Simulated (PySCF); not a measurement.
# C3H5F3Si: the cost of one run

Computed with PySCF 2.14.0, with density-fitted response routines of our own, on a single molecule in the gas phase. Atoms are numbered from 0 throughout.

## 1. The molecule as given

12 atoms, charge 0, multiplicity 1; geometry from: GFN2-xTB. The atoms were then displaced at random by about 0.01 Å, so the start is not that level's minimum.

Bonds of the start (Å): F0–C1 1.34, C1–F2 1.34, C1–F3 1.39, C1–C4 1.47, C4–C5 1.55, C5–Si6 1.88, Si6–C4 1.88, C4–H7 1.10, C5–H8 1.09, C5–H9 1.07, Si6–H10 1.44, Si6–H11 1.46.

## 2. Relaxing the molecule at PBE0-D3(BJ)/def2-SVP

Job settings and geometry (Å):

```
{"job": {"xc": "PBE0", "basis": "def2-SVP", "d3": "d3bj", "grid": 1, "shake": 0.01, "kind": "geom"}, "charge": 0, "multiplicity": 1}
F      0.891930    -0.799890    -1.582080
C      1.303560    -0.550380    -0.334420
F      1.770220    -1.727880     0.102430
F      2.421140     0.259570    -0.469640
C      0.253870     0.001220     0.542120
C     -0.549110     1.189200    -0.036660
Si    -1.552840    -0.385540     0.178510
H      0.650490     0.136280     1.554520
H     -0.673760     2.032760     0.649500
H     -0.237260     1.502180    -1.009550
H     -1.844520    -1.211730    -0.968920
H     -2.394020    -0.474070     1.365170
```

Run with:

```console
$ OMP_NUM_THREADS=1 python probes_run.py task.json out
```

This one command runs all jobs of the session in turn.

Q: Estimate the wall time and peak memory of this first job on 1 thread of Arm Neoverse V1, shared host.

About 1.7 min, with a peak of 0.54 GiB.
